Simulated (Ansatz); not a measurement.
# GaHF radical (SMILES [F][GaH]): functionals against CCSD(T) at one geometry

An exercise on one series of results from a longer session: the logs are not shown, and one member is left open.

Program: Ansatz 0.2.0, Gaussian basis. Level of theory: single points in def2-TZVPP. These are calculated values, not measurements.

Cores are frozen in the correlated methods. Filled d shells of the heavier atoms are correlated. Orbitals are unrestricted.

### Starting geometry

SMILES `[F][GaH]`, 3 atoms, charge 0, spin multiplicity 2.

Atoms are counted from 1 here; the program's logs count them from 0.

Bond lengths: F1–Ga2 1.702 Å, Ga2–H3 1.906 Å. Angles: F1–Ga2–H3 111.6°.

Geometry (Å):

```xyz
3

F    -1.2345    0.3734   -0.8245
Ga    0.1166    0.6393    0.1764
H     1.1279   -0.9563    0.4278
```

The first run:

Contents of run/in.yaml:

```yaml
crystal:
  periodic: [false, false, false]
  atoms:
    - {symbol: F, position_ang: [-1.234500, 0.373400, -0.824500]}
    - {symbol: Ga, position_ang: [0.116600, 0.639300, 0.176400]}
    - {symbol: H, position_ang: [1.127900, -0.956300, 0.427800]}
basis:
  gaussian: {orbitals: def2-TZVPP}
magnetization: {spin_polarized: true, initial_magnetization: 1}
correlation: {method: ccsd_t}
scf: {omitted_lower_state_checks: [cluster_reference]}
output: {forces: true}
```

No record of the launch command was kept for these runs.

Among the steps run: CCSD(T)/def2-TZVPP; PBE0-D4/def2-TZVPP; wB97M-V/def2-TZVPP; r2SCAN-D4/def2-TZVPP; PBE-D4/def2-TZVPP; BHLYP-D4/def2-TZVPP; LC-wPBE/def2-TZVPP.

One table of the session follows, with a row left open; its other results are not shown here.

```
   method  RMS force component (eV/Å)  angle to CCSD(T) forces (°)  dipole (D)
  CCSD(T)                       1.224                    reference        1.79
  PBE0-D4                       1.193                          3.6        1.80
  wB97M-V                           ?                            ?           ?
r2SCAN-D4                       1.175                          3.6        1.69
   PBE-D4                       1.356                         13.2        1.64
 BHLYP-D4                       1.112                          1.2        1.98
  LC-wPBE                       1.275                          4.0        1.80
```

Estimate the missing values for wB97M-V.

As computed: RMS force component (eV/Å): 1.268; angle to CCSD(T) forces (°): 3.2; dipole (D): 1.83. In the column «RMS force component (eV/Å)» it lies between CCSD(T) (1.224) and LC-wPBE (1.275).
